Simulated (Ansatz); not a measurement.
# MoO2(NH2)2 (H₄MoN₂O₂): inputs that go wrong

1 input was typed for MoO2(NH2)2 (H₄MoN₂O₂). Each is run as it stands; the log then has to tell whether the result can be used.

Program: Ansatz 0.2.0, Gaussian basis. Level of theory: the settings change from run to run. These are calculated values, not measurements.

4 further runs of the same task are left out: 4 set aside as unsound or not needed.

**1. The relaxed structure**

An earlier r2SCAN-D4/def2-SVP relaxation fixed the geometry. Mo takes a core potential in def2 sets; no spin-orbit term is included.

9 atoms, charge 0, spin multiplicity 1.

Atoms are counted from 1 here; the program's logs count them from 0.

Bond lengths: Mo1–N2 1.937 Å, Mo1–N3 1.937 Å, Mo1–O4 1.696 Å, Mo1–O5 1.696 Å, N2–H6 1.018 Å, N2–H7 1.018 Å, N3–H8 1.018 Å, N3–H9 1.018 Å. Angles: N2–Mo1–N3 111.5°, N2–Mo1–O4 107.6°, N2–Mo1–O5 107.6°, N3–Mo1–O4 107.6°, N3–Mo1–O5 107.6°, O4–Mo1–O5 114.9°, Mo1–N2–H6 124.4°, Mo1–N2–H7 124.3°, H6–N2–H7 111.2°, Mo1–N3–H8 124.3°, Mo1–N3–H9 124.4°, H8–N3–H9 111.2°.

**2. Try 1**

Input file in.yaml:

```yaml
crystal:
  periodic: [false, false, false]
  atoms:
    - {symbol: Mo, position_ang: [0.540308, 0.000749, 0.372484]}
    - {symbol: N, position_ang: [-0.356902, 1.601404, -0.249358]}
    - {symbol: N, position_ang: [-0.356890, -1.602389, -0.242954]}
    - {symbol: O, position_ang: [0.479537, 0.004052, 2.067507]}
    - {symbol: O, position_ang: [2.103056, -0.000486, -0.286786]}
    - {symbol: H, position_ang: [-0.125569, 2.091915, -1.110692]}
    - {symbol: H, position_ang: [-1.079035, 2.094191, 0.271909]}
    - {symbol: H, position_ang: [-1.078751, -2.093334, 0.280414]}
    - {symbol: H, position_ang: [-0.125755, -2.096103, -1.102514]}
basis:
  gaussian: {orbitals: def2-mTZVPP}
total_charge: 1
magnetization: {spin_polarized: true, initial_magnetization: 1}
hamiltonian: {xc: {name: HF}}
correlation: {method: mp2, frozen_orbitals: {Mo: 9}}
scf: {lower_state_search: light}
```

Command:

```sh
ansatz run in.yaml --threads 2 --pin off --events-out ev --progress --plain --max-ram 4352MiB
```

Q: Predict the results of all the runs planned.

The runs gave:

```tsv
try	level	ended	cause	time
1	MP2/def2-mTZVPP	refused	frozen orbitals are typed for one element alone, and the program wants a count for each	0.1 s
```

In words: 1 refused. A refusal costs next to no computing time.
